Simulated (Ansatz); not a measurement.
# CaGe₂Pd₂, space group I4/mmm: a breakdown of dispersion, smearing and cutoff terms

Computed with the Ansatz DFT code, driven from Python.

Notebook, run cell by cell (the value of a cell's last expression is shown):

```python
import ansatz as az
```

```python
xtal = (
    az.Lattice.from_parameters(5.903228, 5.903228, 5.903228, alpha=137.18687, beta=137.18687, gamma=62.15065)
    .atom("Ca", [0.0, 0.0, 0.0])
    .atom("Ge", [0.3762142, 0.3762142, 0.0])
    .atom("Ge", [0.6237858, 0.6237858, 0.0])
    .atom("Pd", [0.75, 0.25, 0.5])
    .atom("Pd", [0.25, 0.75, 0.5])
)
```

```python
xtal.resolved().tree()["lattice"]
```

    ((5.903228, 0.0, 0.0), (2.7576833646158554, 5.219509869758364, 0.0),
     (-4.330455422763476, -2.6097547784643704, 3.0470373558138064))

```python
calc = xtal.calculation().kpoints(length=17).occupations("fermi_dirac", width=0.2).scf(tolerance=1e-08)
with_term = calc.functional("pbesol", dispersion="d3bj").basis(380).cutoff_correction(530).run(threads=1, pin="off").report
without = calc.functional("pbesol").basis(380).run(threads=1, pin="off").report
finer = calc.functional("pbesol").basis(530).run(threads=1, pin="off").report
removed = az.free_energy_without(with_term, az.EnergyTerm.DISPERSION)
print(f"dispersion term            {with_term['components']['e_disp']:.5f} eV")
print(f"F less dispersion          {removed:.5f} eV, run without it {without['free_energy_ev']:.5f} eV")
print(f"F less smearing term       {az.free_energy_without(without, az.EnergyTerm.SMEARING):.5f} eV")
print(f"estimated gain to 530 eV   {with_term['cutoff_correction']['energy_ev']:.5f} eV, found {finer['free_energy_ev'] - without['free_energy_ev']:.5f} eV")
```

    DeckWarning: basis.ecutwfc = 380 eV is below the records' recommended 420 eV, and the density's cutoff is lower with it unless basis.ecutrho_ratio is high enough to keep the records' density cutoff: compare with a run at a higher cutoff
    DeckWarning: crystal.symmetry: narrowed to the stabiliser of the k-point mesh — unitary ops 16 → 4; excluded 12 operations that carry a point of the 4×4×6 mesh (shift [0, 0, 0]) off the mesh (the run samples exactly the mesh kpoints.mp_grid names, as under crystal.symmetry.detect: false, and its converged state has the mesh's symmetry, not the crystal's; ε∞, the Born charges and the force [...]
    dispersion term            -2.13858 eV
    F less dispersion          -24117.90062 eV, run without it -24117.90062 eV
    F less smearing term       -24117.56801 eV
    estimated gain to 530 eV   -0.01121 eV, found -0.01110 eV

What to keep in mind:
- These settings explore the input space; cutoff and mesh may be short of convergence.
- The cutoff lies under the one recommended for these potentials in some of the runs.
- Dispersion corrections can be off by several per cent in the lattices of metals, and by several GPa in the pressure at a fixed cell.
- The mesh is modest for a metal, so energies can be off by several to tens of meV an atom and pressures by half a GPa or more; differences at equal mesh fare better.
- A Fermi-Dirac width this large means warm electrons, whose thermal share enters the free energy.
- This cell is a computed structure, which may not be the phase found in nature.
- Warnings are shown shortened and without file and line.
- Wall time of the script: 27 s on 1 thread of Arm Neoverse V2, with other jobs on the host, peak memory 0.54 GiB.
